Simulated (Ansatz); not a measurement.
# GaN (zincblende type): how the settings move a single-point run

Aim: see which settings change the result for GaN (zincblende type), by how much, and at what cost.

Program: Ansatz 0.2.0. Level of theory: reference: DFT, PBE, all-electron PAW with datasets made for the crystal, scalar-relativistic. These are calculated values, not measurements.

## (1) The starting structure

Symmetry: F-43m, No. 216, cubic system. Conventional cell: a = 4.222 Å, b = 4.222 Å, c = 4.222 Å, α = 90.00°, β = 90.00°, γ = 90.00°. Around Ga (site symmetry -43m) lie 4 N at 1.83 Å. Around N (site symmetry -43m) lie 4 Ga at 1.83 Å.

As a file:

```xyz
2
Lattice="0.0000 2.1112 2.1112 2.1112 0.0000 2.1112 2.1112 2.1112 0.0000" Properties=species:S:1:pos:R:3 pbc="T T T"
Ga    0.0000    0.0000    0.0000
N     1.0556    1.0556    1.0556
```

## (2) Reference

Input file input.yaml:

```yaml
crystal:
  lattice:
    - [0.0, 2.1112251053, 2.1112251053]
    - [2.1112251053, 0.0, 2.1112251053]
    - [2.1112251053, 2.1112251053, 0.0]
  atoms:
    - { symbol: Ga, position: [0.0, 0.0, 0.0] }
    - { symbol: "N", position: [0.25, 0.25, 0.25] }
kpoints:
  mp_grid: { grid: [17, 17, 17] }
scf:
  occupations: { method: fermi_dirac, width: 0.05 }
hamiltonian:
  xc: pbe
  pseudopotentials: { kind: all_electron, datasets: crystal }
output:
  forces: true
  stress: true
  eigenvalues: true
```

The run is started by

```console
$ ansatz run input.yaml --threads 1 --pin off --max-ram 2048MiB --backend cpu --events-out ev --progress --plain --runs-dir out
```

## (3) Variant: occupations.method methfessel_paxton, occupations.width 0.3

input.yaml, as its differences from that of step 2:

```diff
@@ -11,3 +11,3 @@
 scf:
-  occupations: { method: fermi_dirac, width: 0.05 }
+  occupations: { method: methfessel_paxton, width: 0.3 }
 hamiltonian:
```

Q: Predict the outcome of this session. Wanted: for each run, ending; energy change; pressure; gap; force.

**Answer**, as computed:

```tsv
run	ending	energy change	pressure (GPa)	gap (eV)	force (eV/Å)	cycles	time
reference	converged	0	62.2	2.98	0.00	8	31 s
1: occupations.method methfessel_paxton, occupations.width 0.3	converged	0.0 meV/atom (σ→0)	62.2	2.98	0.00	8	32 s
```

Residual by cycle in the longest SCF loop of each run; runs are numbered as in the table. The quantity is the density residual dr2, in eV.

```tsv
cycle	reference	run 1
1	7.89	7.89
2	0.899	0.899
3	0.042	0.0421
4	0.00844	0.00844
5	1.8e-4	1.9e-4
6	2.8e-5	2.9e-5
7	7.9e-7	8.5e-7
8	7.4e-9	8.9e-9
```

What this shows: The changed input (smearing) leaves the energy the same to the digits printed. The structure is not at rest: the sound run finds 62 GPa, so these are no properties of the relaxed crystal. 

The gaps are Kohn-Sham values of a semilocal functional, not quasiparticle or optical gaps. Such gaps usually fall short of the measured ones.
